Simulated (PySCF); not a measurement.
# A diatomic session: TeS

One job finds the state of TeS, follows it along the bond with each method and fits the curves.

Computed with PySCF 2.14.0. Level: Te def2-SVPD with ECP28, S def2-SVPD, scalar-relativistic core potentials.

## 1. Set-up

Settings of the job:

| Property | Result |
| --- | --- |
| atoms | Te, S |
| charge | 0 |
| basis | Te def2-SVPD with ECP28, S def2-SVPD |
| Hamiltonian | scalar-relativistic core potentials |
| basis functions | 62 |
| electrons treated | 40 |
| masses in u | 129.9062, 31.9721 |
| levels | PBE0, PBE, r²SCAN, BHandHLYP, B3LYP, MN15, HF, MP2, SCS-MP2, CCSD, CCSD(T) |
| grid | 80 radial by 434 angular points |
| occupations | held fixed by the projection of orbital angular momentum |
| dissociation limit | Te + S, each in its ground configuration |
| starting distance in angstrom | 2.305 |
| values of 2S to try | 0, 2, 4 |

Command:

```
$ OMP_NUM_THREADS=1 python dia.py task.json out
```

Further steps of the session: The PBE0 curve of the state that the search chose; Higher solutions at PBE0; PBE (GGA); r²SCAN; BHandHLYP; B3LYP (global hybrid GGA); MN15 (hybrid meta-GGA); UHF (mean field); MP2 and coupled cluster.

What does the calculation give? Wanted: for each run, Re; ωe; De; μ.

As calculated:

Lowest PBE0 solution found, without spin–orbit coupling: ³Σ⁻ (triplet), unpaired electrons π ↑↑. State 2 has its PBE0 minimum 0.23 eV higher, as a spin-mixed determinant (⟨S²⟩ = 1.01), so this is no gap between pure states. State 3 has its PBE0 minimum 0.94 eV higher. State 4 has its PBE0 minimum 2.77 eV higher. The other levels ran on the lowest alone.

| level | Re (Å) | ωe (cm⁻¹) | De (eV) | μ (D) |
| --- | --- | --- | --- | --- |
| UHF | 2.224 | 524 | 1.17 | -2.12 |
| UHF-CCSD | 2.272 | 465 | 2.67 | n/a |
| UHF-CCSD(T) | 2.288 | 446 | 2.91 | n/a |
| PBE | 2.283 | 449 | 3.93 | -1.66 |
| r²SCAN | 2.263 | 468 | 3.67 | -1.70 |
| B3LYP | 2.276 | 458 | 3.43 | -1.68 |
| PBE0 | 2.250 | 482 | 3.51 | -1.75 |
| MN15 | 2.241 | 485 | 3.40 | -2.07 |
| BHandHLYP | 2.243 | 493 | 2.93 | -1.78 |

De is counted to Te + S in their ground configurations. A positive dipole means Te(−)S(+). No constants: UHF-MP2 (the points don't follow one smooth fit); UHF-SCS-MP2 (the points don't follow one smooth fit).

In words: Bond lengths run from 2.224 Å (UHF) to 2.288 Å (UHF-CCSD(T)). Of the levels with a De here, UHF gives the least (1.17 eV) and PBE the most (3.93 eV).

Correlated steps freeze 9 core orbitals. These are scalar-relativistic numbers at best; spin–orbit coupling would shift them, the dissociation energy most. T1 is 0.015 near the minimum (highest on the curve 0.082), which may point to more than one leading configuration. At UHF the stretched side of the curve climbs above De, by a hump or because the determinant held fixed goes to a higher limit. With spin–orbit coupling the term label itself may not hold.
